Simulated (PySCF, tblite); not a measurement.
# C₆H₁₄N₂Si: infrared bands and NMR shifts

Aim: predict the infrared bands and NMR shifts of C₆H₁₄N₂Si (`[SiH3]N1CCCN1C1CC1`).

Programs: tblite 0.8.0 and PySCF 2.14.0, with density-fitted response routines of our own. Each step states its level of theory. These are calculated values for one molecule in the gas phase, unless marked as measured. Atoms count from 0, in the outputs and in this text.

## Step 1: Starting geometry

23 atoms, charge 0, multiplicity 1; geometry from: GFN2-xTB.

Bonds of the start (Å): Si0–N1 1.72, N1–C2 1.45, C2–C3 1.54, C3–C4 1.55, C4–N5 1.46, N5–C6 1.44, C6–C7 1.50, C7–C8 1.50, N5–N1 1.42, C8–C6 1.50, Si0–H9 1.46, Si0–H10 1.47, Si0–H11 1.46, C2–H12 1.10, C2–H13 1.09, C3–H14 1.09, C3–H15 1.09, C4–H16 1.09, C4–H17 1.09, C6–H18 1.09, C7–H19 1.08, C7–H20 1.08, C8–H21 1.08, C8–H22 1.08.

## Step 2: Vibrational analysis with GFN2-xTB

The job: settings as JSON, then the geometry in Å.

```
{"job": {"kind": "ir", "xc": "GFN2-xTB", "basis": "xTB"}, "charge": 0, "multiplicity": 1}
Si    -1.946713    -1.657702     0.269775
N     -0.908625    -0.424480    -0.336942
C     -1.349698     0.769651    -1.038208
C     -1.053187     1.934690    -0.073922
C     -0.248336     1.251128     1.054227
N      0.151664    -0.050309     0.533388
C      1.416529    -0.032906    -0.148025
C      2.087533    -1.355087    -0.357903
C      2.619991    -0.402608     0.667007
H     -2.842284    -1.963543    -0.846771
H     -2.763656    -1.304825     1.443118
H     -1.048698    -2.754251     0.615383
H     -0.776952     0.879908    -1.967713
H     -2.404068     0.689357    -1.295307
H     -0.468541     2.713213    -0.562569
H     -1.967925     2.381839     0.310274
H     -0.887318     1.076047     1.924197
H      0.625395     1.822716     1.365336
H      1.547410     0.724113    -0.922530
H      2.645960    -1.507646    -1.268623
H      1.563008    -2.228360    -0.006284
H      3.550699     0.108306     0.471361
H      2.453061    -0.642267     1.705197
```

**Question.** This job is followed by: GIAO PBE0/pcSseg-1 NMR shielding, non-relativistic, gas phase. Predict these results of the whole session: strongest single infrared mode (GFN2-xTB); zero-point energy (GFN2-xTB); ¹³C shifts against TMS (PBE0/pcSseg-1, means over atoms taken as alike); ¹H shifts against TMS (PBE0/pcSseg-1, means over atoms taken as alike); ²⁹Si shifts against TMS (PBE0/pcSseg-1); ¹⁵N shifts against NH3 (PBE0/pcSseg-1).

As calculated:

```
                                                               quantity                                         value
                              strongest single infrared mode (GFN2-xTB)                         2163 cm⁻¹, 374 km/mol
                                           zero-point energy (GFN2-xTB)                                118.9 kcal/mol
¹³C shifts against TMS (PBE0/pcSseg-1, means over atoms taken as alike)               55.1, 47.0, 37.6, 30.5, 9.4 ppm
 ¹H shifts against TMS (PBE0/pcSseg-1, means over atoms taken as alike)  4.62, 3.24, 3.09, 2.13, 2.08, 0.74, 0.45 ppm
                                ²⁹Si shifts against TMS (PBE0/pcSseg-1)                                     -50.8 ppm
                                 ¹⁵N shifts against NH3 (PBE0/pcSseg-1)                               132.2, 96.8 ppm
```

What this shows: No mode is imaginary among the 63: a minimum at this level. The strongest single mode, at 2163 cm⁻¹, moves mainly H10. GFN2-xTB is a fitted tight-binding method: band positions and strengths are rough. Its intensities can rank the bands wrongly. At PBE0/pcSseg-1: The widest tensor belongs to N1: span 188 ppm, with a paramagnetic part of -154 ppm.
